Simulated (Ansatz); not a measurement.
# BCl2FH5N: the cost of one run

Method: UKS PBE-D4/STO-3G, in Ansatz 0.2.0.

## 1. Starting point

Bond lengths: B1–Cl3 1.750 Å, B1–Cl4 1.751 Å, B1–N6 1.802 Å, N6–H9 1.010 Å, N6–H10 1.010 Å. Angles: Cl3–B1–Cl4 120.6°, Cl3–B1–N6 109.5°, Cl4–B1–N6 109.4°, B1–N6–H9 110.8°, B1–N6–H10 110.8°, H9–N6–H10 110.6°.

As a file:

```xyz
10

B    -0.7520    0.1356   -0.7145
H     0.3844    1.1235   -0.8785
Cl   -0.7843   -0.9193   -2.1110
Cl   -2.1866    1.0125   -0.2263
H     1.0483   -0.0919    0.9112
N    -0.0884   -0.7601    0.7010
H     1.1664    1.1423   -0.2850
F     1.8421    0.7761    0.6452
H     0.0820   -1.7272    0.4653
H    -0.7118   -0.6914    1.4927
```

## 2. A restrained relaxation towards end A

Springs on the bonds that form and break draw the guess towards this end; the thresholds are loose.

input.yaml reads:

```yaml
crystal:
  periodic: [false, false, false]
  atoms:
    - { symbol: B, position_ang: [-0.752, 0.1356, -0.7145] }
    - { symbol: H, position_ang: [0.3844, 1.1235, -0.8785] }
    - { symbol: Cl, position_ang: [-0.7843, -0.9193, -2.111] }
    - { symbol: Cl, position_ang: [-2.1866, 1.0125, -0.2263] }
    - { symbol: H, position_ang: [1.0483, -0.0919, 0.9112] }
    - { symbol: "N", position_ang: [-0.0884, -0.7601, 0.701] }
    - { symbol: H, position_ang: [1.1664, 1.1423, -0.285] }
    - { symbol: F, position_ang: [1.8421, 0.7761, 0.6452] }
    - { symbol: H, position_ang: [0.082, -1.7272, 0.4653] }
    - { symbol: H, position_ang: [-0.7118, -0.6914, 1.4927] }
magnetization:
  spin_polarized: true
basis:
  gaussian: { orbitals: STO-3G }
hamiltonian:
  xc: pbe
  dispersion: d4
relax:
  f_tol: 0.15
  max_steps: 25
  restrain:
    - { distance: [0, 5], at: 2.85, k: 30.0 }
    - { distance: [4, 7], at: 2.18, k: 30.0 }
    - { distance: [6, 1], at: 1.92, k: 30.0 }
    - { distance: [0, 1], at: 1.15, k: 30.0 }
    - { distance: [4, 5], at: 1.02, k: 30.0 }
    - { distance: [6, 7], at: 0.88, k: 30.0 }
```

The run is started by

```
> ansatz run input.yaml --threads 1 --pin off --max-ram 2048MiB --backend cpu --events-out ev --progress --plain --runs-dir out
```

Q: Estimate wall time and peak memory on 1 thread of Intel Xeon at 2.70GHz, shared host.

About 43 s, with a peak of 0.18 GiB.
